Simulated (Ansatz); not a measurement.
# CH4AlBrS: basis-set convergence

One table from this session's results is given with a row withheld; the runs are named, their logs left out.

Computed with Ansatz 0.2.0, Gaussian basis. Level: one geometry, several basis sets.

Plan: PBE0-D4/def2-SVP; ωB97M-V/def2-SVP; PBE0-D4/def2-QZVPP; ωB97M-V/def2-QZVPP; the functionals' def2-TZVPP values are taken from earlier runs.

**The relaxed structure**

All runs share one geometry, relaxed beforehand with PBE0-D4 in a triple-zeta def2 set.

SMILES `[CH3][Al]([SH])[Br]`, 8 atoms, charge 0, spin multiplicity 1.

Atoms are counted from 1 here; the program's logs count them from 0.

Bond lengths: C1–Al2 1.936 Å, C1–H5 1.094 Å, C1–H6 1.094 Å, C1–H7 1.092 Å, Al2–S3 2.176 Å, Al2–Br4 2.257 Å, S3–H8 1.345 Å. Angles: Al2–C1–H5 110.2°, Al2–C1–H6 110.2°, Al2–C1–H7 112.5°, H5–C1–H6 107.0°, H5–C1–H7 108.3°, H6–C1–H7 108.3°, C1–Al2–S3 124.9°, C1–Al2–Br4 120.7°, S3–Al2–Br4 114.4°, Al2–S3–H8 92.8°.

The first run:

File in.yaml:

```yaml
crystal:
  periodic: [false, false, false]
  atoms:
    - {symbol: C, position_ang: [-0.055308, 1.161515, -0.173821]}
    - {symbol: Al, position_ang: [-0.400847, -0.741879, -0.096319]}
    - {symbol: S, position_ang: [0.987937, -2.230208, 0.673206]}
    - {symbol: Br, position_ang: [-2.360339, -1.587435, -0.832242]}
    - {symbol: H, position_ang: [-0.124898, 1.516966, -1.205817]}
    - {symbol: H, position_ang: [-0.807406, 1.706529, 0.403682]}
    - {symbol: H, position_ang: [0.931352, 1.423503, 0.213744]}
    - {symbol: H, position_ang: [1.921709, -1.306191, 0.961867]}
basis:
  gaussian: {orbitals: def2-SVP}
hamiltonian: {xc: pbe0, dispersion: d4}
output: {orbitals: {seedname: orbitals}}
```

Among the steps run: PBE0-D4 in def2-SVP; ωB97M-V in def2-SVP; PBE0-D4 in def2-QZVPP; ωB97M-V in def2-QZVPP.

One table of the session follows, with a row left open; its other results are not shown here.

It belongs to the step «Functionals by basis». 

| functional | basis | HOMO (eV) |
| --- | --- | --- |
| PBE0-D4 | def2-SVP | -7.74 |
| PBE0-D4 | def2-TZVPP | -7.86 |
| PBE0-D4 | def2-QZVPP | -7.88 |
| ωB97M-V | def2-SVP | -9.88 |
| ωB97M-V | def2-TZVPP | -10.04 |
| ωB97M-V | def2-QZVPP | ? |

Estimate the missing values for ωB97M-V, def2-QZVPP.

The run gave: HOMO (eV): -10.07. In the column «HOMO (eV)» it is the lowest.
